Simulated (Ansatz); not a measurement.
Run this with the Ansatz DFT code, driven from Python and show what comes out.

The script reads `ch6bfo2si.xyz`:
```text
12

C    -0.19990   -2.16990   -0.17450
O    -0.55630   -0.79300   -0.50490
Si    0.34150    0.24650    0.51400
B     0.05170    2.10500    0.09480
O     0.24250    2.59760   -1.26150
F    -0.57020    2.98390    1.10830
H     0.85240   -2.35170   -0.36810
H    -0.80510   -2.76960   -0.85500
H    -0.52680   -2.35210    0.90500
H     1.81270    0.00370    0.34480
H     0.01600   -0.00770    1.95570
H    -0.58140    2.45220   -1.72470
```

`ch6bfo2si_opt.py`
```python
"""Geometry optimisation of CH6BFO2Si."""

import itertools

import ansatz as az
from ase.data import atomic_numbers, covalent_radii
import numpy as np

molecule = az.Crystal.molecule_from_extxyz("ch6bfo2si.xyz")

calculation = (
    molecule.calculation()
    .basis(gaussian="def2-SVP")  # the orbital basis, by name
    .functional("b3lyp", dispersion="d4")
)
symbols = [site.symbol for site in molecule.cartesian_sites]
start = np.array([site.position_ang for site in molecule.cartesian_sites], dtype=float)
report = calculation.relax(force_tolerance=0.005).run().report
end = np.array(report["positions_ang"])

print("reference energy %16.6f eV" % report["reference_energy_ev"])
print("total energy     %16.6f eV" % report["free_energy_ev"])
print("occupied orbitals outside the frozen core (up, down):", report["n_occupied"], " frozen:", report["n_frozen"], " virtual:", report["n_virtual"])

# pairs closer than 1.2 times the sum of covalent radii, before or after
radius = [covalent_radii[atomic_numbers[s]] for s in symbols]
span = lambda where, i, j: np.linalg.norm(where[i] - where[j])
bonded = [(i, j) for i, j in itertools.combinations(range(len(symbols)), 2) if min(span(start, i, j), span(end, i, j)) < 1.2 * (radius[i] + radius[j])]
print("pair        before    after (A)")
for i, j in bonded:
    print(f"{symbols[i]}{i}-{symbols[j]}{j}".ljust(10), f"{span(start, i, j):8.4f} {span(end, i, j):8.4f}")
```

Output of `python ch6bfo2si_opt.py`:
```text
reference energy    -16494.870202 eV
total energy        -16495.242505 eV
occupied orbitals outside the frozen core (up, down): [28, 28]  frozen: 0  virtual: [90, 90]
pair        before    after (A)
C0-O1        1.4602   1.4110
C0-H6        1.0853   1.1062
C0-H7        1.0904   1.1013
C0-H8        1.1425   1.1061
O1-Si2       1.7102   1.6926
Si2-B3       1.9271   2.0319
Si2-H9       1.5007   1.4975
Si2-H10      1.4997   1.4975
B3-O4        1.4555   1.3444
B3-F5        1.4787   1.3308
O4-H11       0.9563   0.9742
```

Caveats:
- These settings explore the input space; basis and method may be short of convergence.
- The end point is the stationary point reached from this start; no frequency run checks that it is a minimum, and the basis set is modest.
- Total less reference energy is the dispersion correction.
- b3lyp holds the VWN-RPA fit, as in Gaussian; the form of ORCA and Turbomole is b3lyp5.
- Wall time of the script: 2.5 min on 1 thread of Arm Neoverse V1, on a shared host, peak memory 0.34 GiB.
